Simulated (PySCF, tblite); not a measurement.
# C₆H₆N₂Si: geometry, infrared bands and NMR shifts

Wanted: the infrared bands and NMR shifts of C₆H₆N₂Si (`C=C/C(C#N)=C\[SiH2]C#N`), by calculation.

The runs use tblite 0.8.0 and PySCF 2.14.0, with density-fitted response routines of our own; the level of theory stands in each step. All values are computed, except where a source is named. Atoms are numbered from 0 throughout.

**1. The starting structure**

15 atoms, charge 0, multiplicity 1; geometry from: force field or distance geometry start.

Bonds of the start (Å): C0–C1 1.34, C1–C2 1.46, C2–C3 1.45, C3–N4 1.16, C2–C5 1.34, C5–Si6 1.84, Si6–C7 1.88, C7–N8 1.16, C0–H9 1.08, C0–H10 1.10, C1–H11 1.09, C5–H12 1.10, Si6–H13 1.49, Si6–H14 1.49.

**2. Geometry optimisation with GFN2-xTB**

What the job is given:

```
{"job": {"kind": "relax", "xc": "GFN2-xTB", "basis": "xTB"}, "charge": 0, "multiplicity": 1}
C     -1.461700    -2.040600    -0.822200
C     -0.606500    -1.043300    -0.577100
C     -0.906000     0.230000     0.065700
C     -2.279600     0.509500     0.429000
N     -3.374300     0.736800     0.751300
C     -0.013800     1.199000     0.315700
Si     1.799800     1.278800     0.004900
C      2.787200     0.147400     1.144200
N      3.385400    -0.571200     1.837600
H     -1.136100    -2.957400    -1.289700
H     -2.530300    -1.987100    -0.577500
H      0.424500    -1.236100    -0.861800
H     -0.350600     2.121200     0.801400
H      2.037200     0.922000    -1.419400
H      2.220600     2.698900     0.176000
```

Command:

```sh
$ OMP_NUM_THREADS=1 python probes_run.py task.json out
```

The driver reads the jobs from task.json and runs them one after another.

**Question.** This job is followed by: GFN2-xTB harmonic vibrations, gas phase; GIAO PBE0/pcSseg-1 NMR shielding, non-relativistic, gas phase. Predict these results of the whole session: strongest single infrared mode (GFN2-xTB); zero-point energy (GFN2-xTB); ¹³C shifts against TMS (PBE0/pcSseg-1); ¹H shifts against TMS (PBE0/pcSseg-1, means over atoms taken as alike); ¹⁵N shifts against NH3 (PBE0/pcSseg-1); ²⁹Si shifts against TMS (PBE0/pcSseg-1); surface potential, 1st and 99th percentile.

The runs gave:

| quantity | value |
| --- | --- |
| strongest single infrared mode (GFN2-xTB) | 2282 cm⁻¹, 272 km/mol |
| zero-point energy (GFN2-xTB) | 60.8 kcal/mol |
| ¹³C shifts against TMS (PBE0/pcSseg-1) | 142.4, 139.9, 137.6, 136.4, 122.2, 121.3 ppm |
| ¹H shifts against TMS (PBE0/pcSseg-1, means over atoms taken as alike) | 7.03, 6.60, 6.58, 6.33, 4.75 ppm |
| ¹⁵N shifts against NH3 (PBE0/pcSseg-1) | 369.5, 324.9 ppm |
| ²⁹Si shifts against TMS (PBE0/pcSseg-1) | -84.2 ppm |
| surface potential, 1st and 99th percentile | -1.54 V and 1.84 V |

In words: The optimisation took 108 steps and gained 0.226 eV; among the close pairs (by a distance rule), C5–Si6 changed most, from 1.842 to 1.882 Å. No mode is imaginary among the 39: a minimum at this level. The strongest single mode, at 2282 cm⁻¹, moves mainly H14. GFN2-xTB is a fitted tight-binding method: band positions and strengths are rough. Its intensities can rank the bands wrongly. At PBE0/pcSseg-1: The widest tensor belongs to N8: span 597 ppm, with a paramagnetic part of -439 ppm. By nearest atom (PBE0/pcSseg-1), the HOMO sits on C0, C5 about 26 % each; C1 15 % and the LUMO on C5 27 %; C2 19 %.
